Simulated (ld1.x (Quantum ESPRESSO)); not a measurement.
# Ru: an input that ld1.x accepts and what odd changes do to it, part 1 of 2

A potential is built and tested first. Its input is then changed in one place at a time, on purpose and often against sense, to learn how the program reacts.

Method: ld1.x (Quantum ESPRESSO) 7.5, PBE, scalar-relativistic.

10 further runs of the same task are left out: 6 that didn't finish, 4 set aside as unsound or not needed.

## (1) Settings

The settings as typed:

| Quantity | Value |
| --- | --- |
| element | ruthenium (Ru, Z = 44) |
| type | norm-conserving Troullier–Martins (Kleinman–Bylander form) |
| frozen core | [Ar] 3d10 |
| valence charge | 16 |
| reference configuration | 4s2 4p6 4d6 5s0 5p0 (charge +2) |
| partial waves | 4s (bound): rc 1.30 bohr; 4p (bound): rc 1.65 bohr; 4d (bound): rc 1.60 bohr |
| local potential | the d channel |
| core correction | a·sin(br)/r model core inside 1.25 bohr |

The nodes and maxima of the atom's own shells, from an earlier all-electron run, set the scale for the radii.

All-electron outer shells of the reference configuration (PBE, scalar-relativistic, ld1.x):

| shell | level (eV) | outermost node (bohr) | outermost maximum (bohr) |
| --- | --- | --- | --- |
| 3d | -293.46 | – | 0.30 |
| 4s | -96.51 | 0.48 | 0.92 |
| 4p | -66.41 | 0.49 | 0.98 |
| 4d | -24.14 | 0.48 | 1.20 |
| 5s | -19.07 | 1.22 | 2.44 |
| 5p | -13.46 | 1.37 | 2.90 |
| 4f | -4.08 | – | 5.56 |

## (2) The input that generates

File Ru.in:

```
 &input
   title='Ru', zed=44., rel=1, dft='PBE', iswitch=3,
   config='[Kr] 4d6 5s0 5p0',
   nld=3, rlderiv=1.80, eminld=-9.0, emaxld=5.0, deld=0.04
 /
 &inputp
   pseudotype=2, tm=.true., lloc=2,
   nlcc=.true., rcore=1.25,
   file_pseudopw='Ru.UPF', file_wfcaegen='ae.wfc', file_wfcncgen='nc.wfc', file_beta='beta', file_chi='chi'
 /
3
4S  1  0   2.00   0.00  1.30  1.30  0.0
4P  2  1   6.00   0.00  1.65  1.65  0.0
4D  3  2   6.00   0.00  1.60  1.60  0.0
 &test
   configts(1)='4s2 4p6 4d6 5s0 5p0'
 /
```

On the command line:

```sh
$ ld1.x < Ru.in > Ru.out
```

Output in Ru.out (without the banner and most projector matrices):

```text
     Program LD1 v.7.5
     --------------------------- All-electron run ----------------------------

     Ru
     scalar relativistic calculation

     atomic number is 44.00
     dft =PBE   lsd =0 sic =0 latt =0  beta=0.20 tr2=1.0E-14
     Exchange-correlation= PBE
                           (   1   4   3   4   0   0   0)
     mesh =1233 r(mesh) = 101.06970 a.u. xmin = -7.00 dx = 0.01250
     1 Ry =  13.60569312 eV, c = 137.03599908

     n l     nl                  e(Ry)          e(Ha)          e(eV)
     1 0     1S 1( 2.00)     -1613.8815      -806.9407    -21957.9758
     2 0     2S 1( 2.00)      -233.3241      -116.6621     -3174.5364
     2 1     2P 1( 6.00)      -209.1201      -104.5600     -2845.2237
     3 0     3S 1( 2.00)       -42.3197       -21.1599      -575.7894
     3 1     3P 1( 6.00)       -34.3656       -17.1828      -467.5675
     4 0     4S 1( 2.00)        -7.0931        -3.5465       -96.5060
     4 1     4P 1( 6.00)        -4.8813        -2.4407       -66.4135
     3 2     3D 1(10.00)       -21.5692       -10.7846      -293.4640
     4 2     4D 1( 6.00)        -1.7740        -0.8870       -24.1366
     5 0     5S 1( 0.00)        -1.4013        -0.7006       -19.0654
     5 1     5P 1( 0.00)        -0.9892        -0.4946       -13.4592

     final scf error:  9.8E-15 reached in  20 iterations

     Etot =   -9059.637961 Ry,   -4529.818980 Ha, -123262.653900 eV

     Ekin =    9368.716346 Ry,    4684.358173 Ha,  127467.879557 eV
     Encl =  -21793.264226 Ry,  -10896.632113 Ha, -296512.465210 eV
     Eh   =    3630.544607 Ry,    1815.272304 Ha,   49396.075793 eV
     Exc  =    -265.634687 Ry,    -132.817344 Ha,   -3614.144040 eV

     normalization and overlap integrals

     s(1S/1S) =  1.000000  <r> =   0.0334  <r2> =    0.0015  r(max) =   0.0216
     s(2S/2S) =  1.000000  <r> =   0.1457  <r2> =    0.0250  r(max) =   0.1229
     s(2P/2P) =  1.000000  <r> =   0.1270  <r2> =    0.0197  r(max) =   0.0981
     s(3S/3S) =  1.000000  <r> =   0.4027  <r2> =    0.1856  r(max) =   0.3600
     s(3P/3P) =  1.000000  <r> =   0.4030  <r2> =    0.1888  r(max) =   0.3555
     s(4S/4S) =  1.000000  <r> =   1.0160  <r2> =    1.1692  r(max) =   0.9193
     s(4P/4P) =  1.000000  <r> =   1.1204  <r2> =    1.4370  r(max) =   0.9785
     s(3D/3D) =  1.000000  <r> =   0.3841  <r2> =    0.1767  r(max) =   0.3022
     s(4D/4D) =  1.000000  <r> =   1.5254  <r2> =    2.7819  r(max) =   1.1952
     s(5S/5S) =  1.000000  <r> =   2.7499  <r2> =    8.5004  r(max) =   2.4371
     s(5P/5P) =  1.000000  <r> =   3.3091  <r2> =   12.3249  r(max) =   2.9032

     ------------------------ End of All-electron run ------------------------

     --------------------- Generating NC pseudopotential ---------------------

      Generating local pot.: lloc=2, matching radius rcloc =   1.6000

      Computing core charge for nlcc:

       r > 1.26 : true rho core
       r < 1.26 : rho core = a sin(br)/r    a=   0.18  b=   2.30

      Integrated core pseudo-charge :   0.11

      Wfc   4S  rcut= 1.304  Using Troullier-Martins method

      Wfc   4P  rcut= 1.634  Using Troullier-Martins method

     ------------------- End of pseudopotential generation -------------------

     [... the all-electron block is printed once more ...]


     Computing logarithmic derivative in   1.79424
     Computing logarithmic derivative in   1.79424
     Computing the partial wave expansion
     R is outside the sphere for l=    0 j= 0.00
     R is outside the sphere for l=    1 j= 0.00
       no projector for channel:   2

     ---------------------- Testing the pseudopotential ----------------------

     Ru
     scalar relativistic calculation

     atomic number is 44.00   valence charge is 16.00
     dft =PBE   lsd =0 sic =0 latt =0  beta=0.20 tr2=1.0E-14
     mesh =1233 r(mesh) = 101.06970 xmin = -7.00 dx = 0.01250

     n l     nl             e AE (Ry)        e PS (Ry)    De AE-PS (Ry)
     1 0     4S   1( 2.00)       -7.09306       -7.09308        0.00003
     2 1     4P   1( 6.00)       -4.88131       -4.88131        0.00001
     3 2     4D   1( 6.00)       -1.77401       -1.77401        0.00000
     2 0     5S   1( 0.00)       -1.40128       -1.41147        0.01019  !
     3 1     5P   1( 0.00)       -0.98924       -0.99382        0.00459

     eps = 3.6E-15  iter = 14

     Etot =   -9059.637961 Ry,   -4529.818980 Ha, -123262.653900 eV
     Etotps =  -187.763052 Ry,     -93.881526 Ha,   -2554.646469 eV

     Ekin =      63.952406 Ry,      31.976203 Ha,     870.116811 eV
     Encl =    -383.257409 Ry,    -191.628705 Ha,   -5214.482696 eV
     Ehrt =     139.102741 Ry,      69.551370 Ha,    1892.589201 eV
     Ecxc =     -18.908925 Ry,      -9.454463 Ha,    -257.269032 eV
     (Ecc =      -0.052095 Ry,      -0.026047 Ha,      -0.708783 eV)
     Epseu=      11.348135 Ry,       5.674068 Ha,     154.399246 eV

     ---------------------- End of pseudopotential test ----------------------
```

Run time: 4 s. Hardware: 1 thread, shared host. This counts the later configuration tests of the new file too.

All-electron and pseudo partial waves u(r) = r·R(r), from the program's wave files:

```csv
r (bohr),4p AE,4p PS,4d AE,4d PS
0.082,0.3641,0.0178,-0.1199,0.0018
0.165,-0.0964,0.0709,-0.3414,0.0140
0.248,-0.5119,0.1555,-0.4193,0.0454
0.330,-0.5456,0.2643,-0.3423,0.1000
0.413,-0.3095,0.3922,-0.1718,0.1797
0.495,0.0299,0.5273,0.0309,0.2783
0.578,0.3710,0.6632,0.2330,0.3903
0.660,0.6514,0.7872,0.4102,0.5032
0.742,0.8578,0.8924,0.5571,0.6089
0.825,0.9919,0.9729,0.6730,0.7006
0.908,1.0609,1.0231,0.7573,0.7721
0.990,1.0778,1.0415,0.8132,0.8216
1.072,1.0570,1.0305,0.8460,0.8509
1.155,1.0096,0.9940,0.8604,0.8631
1.238,0.9453,0.9379,0.8598,0.8611
1.320,0.8724,0.8697,0.8480,0.8485
1.402,0.7957,0.7950,0.8279,0.8280
1.485,0.7179,0.7178,0.8013,0.8014
1.568,0.6426,0.6426,0.7705,0.7705
1.650,0.5723,0.5723,0.7373,0.7373
1.733,0.5062,0.5062,0.7019,0.7019
1.815,0.4464,0.4464,0.6662,0.6662
1.898,0.3914,0.3914,0.6298,0.6298
1.980,0.3427,0.3427,0.5942,0.5942
2.062,0.2992,0.2992,0.5593,0.5593
2.145,0.2600,0.2600,0.5250,0.5250
```

## (3) Configuration tests

File Ru.test.in:

```
 &input
   title='Ru', zed=44., rel=1, dft='PBE', iswitch=2,
   config='[Kr] 4d6 5s0 5p0'
 /
 &test
   file_pseudo='Ru.UPF', nconf=8,
   configts(1)='4s2 4p6 4d6 5s0 5p0',
   configts(2)='4s2 4p6 4d7 5s1 5p0',
   configts(3)='4s2 4p6 4d7 5s0 5p0',
   configts(4)='4s2 4p6 4d5 5s0 5p0',
   configts(5)='4s2 4p6 4d7.5 5s0.5 5p0',
   configts(6)='4s2 4p5 4d7 5s1 5p0',
   configts(7)='4s2 4p6 4d6 5s1 5p0',
   configts(8)='4s2 4p6 4d4 5s0 5p0'
 /
```

On the command line:

```sh
$ ld1.x < Ru.test.in > Ru.test.out
```

Ru.test.out, the pseudopotential blocks:

```text
     ---------------------- Testing the pseudopotential ----------------------

     Ru
     scalar relativistic calculation

     atomic number is 44.00   valence charge is 16.00
     dft =PBE   lsd =0 sic =0 latt =0  beta=0.20 tr2=1.0E-14
     mesh =1233 r(mesh) = 101.06970 xmin = -7.00 dx = 0.01250

     n l     nl             e AE (Ry)        e PS (Ry)    De AE-PS (Ry)
     1 0     4S   1( 2.00)       -7.09306       -7.09308        0.00003
     2 1     4P   1( 6.00)       -4.88131       -4.88131        0.00001
     3 2     4D   1( 6.00)       -1.77401       -1.77401        0.00000
     2 0     5S   1( 0.00)       -1.40128       -1.41147        0.01019  !
     3 1     5P   1( 0.00)       -0.98924       -0.99382        0.00459

     eps = 7.7E-15  iter = 13

     Etot =   -9059.637961 Ry,   -4529.818980 Ha, -123262.653900 eV
     Etotps =  -187.763053 Ry,     -93.881527 Ha,   -2554.646482 eV

     Ekin =      63.952405 Ry,      31.976203 Ha,     870.116797 eV
     Encl =    -383.257409 Ry,    -191.628704 Ha,   -5214.482692 eV
     Ehrt =     139.102741 Ry,      69.551370 Ha,    1892.589201 eV
     Ecxc =     -18.908925 Ry,      -9.454463 Ha,    -257.269032 eV
     (Ecc =      -0.052095 Ry,      -0.026047 Ha,      -0.708783 eV)
     Epseu=      11.348135 Ry,       5.674068 Ha,     154.399244 eV

     ---------------------- End of pseudopotential test ----------------------

     ---------------------- Testing the pseudopotential ----------------------

     Ru
     [...]
     n l     nl             e AE (Ry)        e PS (Ry)    De AE-PS (Ry)
     1 0     4S   1( 2.00)       -5.61314       -5.60998       -0.00316
     2 1     4P   1( 6.00)       -3.41149       -3.40819       -0.00331
     3 2     4D   1( 7.00)       -0.38235       -0.37971       -0.00264
     2 0     5S   1( 1.00)       -0.31159       -0.31493        0.00334
     3 1     5P   1( 0.00)       -0.06706       -0.06700       -0.00006

     eps = 1.1E-15  iter = 20

     Etot =   -9061.510603 Ry,   -4530.755302 Ha, -123288.132501 eV
     Etotps =  -189.640674 Ry,     -94.820337 Ha,   -2580.192821 eV
     dEtot_ae =      -1.872643 Ry
     dEtot_ps =      -1.877621 Ry,   Delta E=       0.004979 Ry

     [...]
     ---------------------- End of pseudopotential test ----------------------

     ---------------------- Testing the pseudopotential ----------------------

     Ru
     [...]
     n l     nl             e AE (Ry)        e PS (Ry)    De AE-PS (Ry)
     1 0     4S   1( 2.00)       -6.15718       -6.15797        0.00079
     2 1     4P   1( 6.00)       -3.95809       -3.95843        0.00034
     3 2     4D   1( 7.00)       -0.92189       -0.92190        0.00000
     2 0     5S   1( 0.00)       -0.77142       -0.77785        0.00643  !
     3 1     5P   1( 0.00)       -0.44984       -0.45198        0.00214

     eps = 3.8E-15  iter = 17

     Etot =   -9060.974636 Ry,   -4530.487318 Ha, -123280.840289 eV
     Etotps =  -189.099783 Ry,     -94.549892 Ha,   -2572.833620 eV
     dEtot_ae =      -1.336675 Ry
     dEtot_ps =      -1.336730 Ry,   Delta E=       0.000055 Ry

     [...]
     ---------------------- End of pseudopotential test ----------------------

     ---------------------- Testing the pseudopotential ----------------------

     Ru
     [...]
     n l     nl             e AE (Ry)        e PS (Ry)    De AE-PS (Ry)
     1 0     4S   1( 2.00)       -8.16389       -8.16239       -0.00151
     2 1     4P   1( 6.00)       -5.93311       -5.93237       -0.00074
     3 2     4D   1( 5.00)       -2.74533       -2.74488       -0.00045
     2 0     5S   1( 0.00)       -2.11289       -2.12844        0.01554  !
     3 1     5P   1( 0.00)       -1.61922       -1.62754        0.00833  !

     eps = 3.4E-15  iter = 13

     Etot =   -9057.387242 Ry,   -4528.693621 Ha, -123232.031306 eV
     Etotps =  -185.512348 Ry,     -92.756174 Ha,   -2524.024075 eV
     dEtot_ae =       2.250719 Ry
     dEtot_ps =       2.250705 Ry,   Delta E=       0.000014 Ry

     [...]
     ---------------------- End of pseudopotential test ----------------------

     ---------------------- Testing the pseudopotential ----------------------

     Ru
     [...]
     n l     nl             e AE (Ry)        e PS (Ry)    De AE-PS (Ry)
     1 0     4S   1( 2.00)       -5.50515       -5.50436       -0.00079
     2 1     4P   1( 6.00)       -3.30795       -3.30676       -0.00119
     3 2     4D   1( 7.50)       -0.30249       -0.30127       -0.00122
     2 0     5S   1( 0.50)       -0.27921       -0.28280        0.00359
     3 1     5P   1( 0.00)       -0.05202       -0.05225        0.00023

     eps = 5.6E-16  iter = 15

     Etot =   -9061.533934 Ry,   -4530.766967 Ha, -123288.449923 eV
     Etotps =  -189.661255 Ry,     -94.830627 Ha,   -2580.472827 eV
     dEtot_ae =      -1.895973 Ry
     dEtot_ps =      -1.898201 Ry,   Delta E=       0.002229 Ry

     [...]
     ---------------------- End of pseudopotential test ----------------------

     ---------------------- Testing the pseudopotential ----------------------

     Ru
     [...]
     n l     nl             e AE (Ry)        e PS (Ry)    De AE-PS (Ry)
     1 0     4S   1( 2.00)       -6.55139       -6.54979       -0.00160
     2 1     4P   1( 5.00)       -4.32687       -4.32460       -0.00226
     3 2     4D   1( 7.00)       -1.19938       -1.19479       -0.00460
     2 0     5S   1( 1.00)       -0.87746       -0.88472        0.00725  !
     3 1     5P   1( 0.00)       -0.51979       -0.52157        0.00178

     eps = 9.1E-15  iter = 26

     Etot =   -9057.659995 Ry,   -4528.829998 Ha, -123235.742307 eV
     Etotps =  -185.790881 Ry,     -92.895441 Ha,   -2527.813714 eV
     dEtot_ae =       1.977966 Ry
     dEtot_ps =       1.972172 Ry,   Delta E=       0.005794 Ry

     [...]
     ---------------------- End of pseudopotential test ----------------------

     ---------------------- Testing the pseudopotential ----------------------

     Ru
     [...]
     n l     nl             e AE (Ry)        e PS (Ry)    De AE-PS (Ry)
     1 0     4S   1( 2.00)       -6.43449       -6.42887       -0.00562  !
     2 1     4P   1( 6.00)       -4.22270       -4.21743       -0.00527  !
     3 2     4D   1( 6.00)       -1.13202       -1.12827       -0.00375
     2 0     5S   1( 1.00)       -0.86537       -0.87136        0.00599  !
     3 1     5P   1( 0.00)       -0.51463       -0.51594        0.00131

     eps = 5.7E-15  iter = 24

     Etot =   -9060.767382 Ry,   -4530.383691 Ha, -123278.020453 eV
     Etotps =  -188.900618 Ry,     -94.450309 Ha,   -2570.123837 eV
     dEtot_ae =      -1.129421 Ry
     dEtot_ps =      -1.137565 Ry,   Delta E=       0.008144 Ry

     [...]
     ---------------------- End of pseudopotential test ----------------------

     ---------------------- Testing the pseudopotential ----------------------

     Ru
     [...]
     n l     nl             e AE (Ry)        e PS (Ry)    De AE-PS (Ry)
     1 0     4S   1( 2.00)       -9.34080       -9.33652       -0.00427
     2 1     4P   1( 6.00)       -7.08572       -7.08340       -0.00232
     3 2     4D   1( 4.00)       -3.81315       -3.81120       -0.00195
     2 0     5S   1( 0.00)       -2.89250       -2.91549        0.02299  !
     3 1     5P   1( 0.00)       -2.32348       -2.33723        0.01375  !

     eps = 7.1E-15  iter = 13

     Etot =   -9054.115645 Ry,   -4527.057823 Ha, -123187.518967 eV
     Etotps =  -182.241546 Ry,     -91.120773 Ha,   -2479.522547 eV
     dEtot_ae =       5.522316 Ry
     dEtot_ps =       5.521507 Ry,   Delta E=       0.000808 Ry

     [...]
     ---------------------- End of pseudopotential test ----------------------
```

Energies count from the reference configuration 4s2 4p6 4d6 5s0 5p0; the error is all-electron less pseudo. The frozen-core shift comes from a second all-electron run, not shown, with the core orbitals held at their reference shape; it is that run's ΔE less the relaxed one.

```csv
valence configuration,charge,ΔE all-electron (eV),error AE − PS (meV),frozen-core shift (meV)
4s2 4p6 4d7 5s1 5p0,0,-25.479,+68,-0.1
4s2 4p6 4d7 5s0 5p0,+1,-18.186,+0.7,+1.7
4s2 4p6 4d5 5s0 5p0,+3,30.623,+0.2,-1.0
4s2 4p6 4d7.5 5s0.5 5p0,0,-25.796,+30,+1.4
4s2 4p5 4d7 5s1 5p0,+1,26.912,+79,+21
4s2 4p6 4d6 5s1 5p0,+1,-15.367,+111,-2.1
4s2 4p6 4d4 5s0 5p0,+4,75.135,+11,+1.9
```

(Continued in part 2 of 2.)
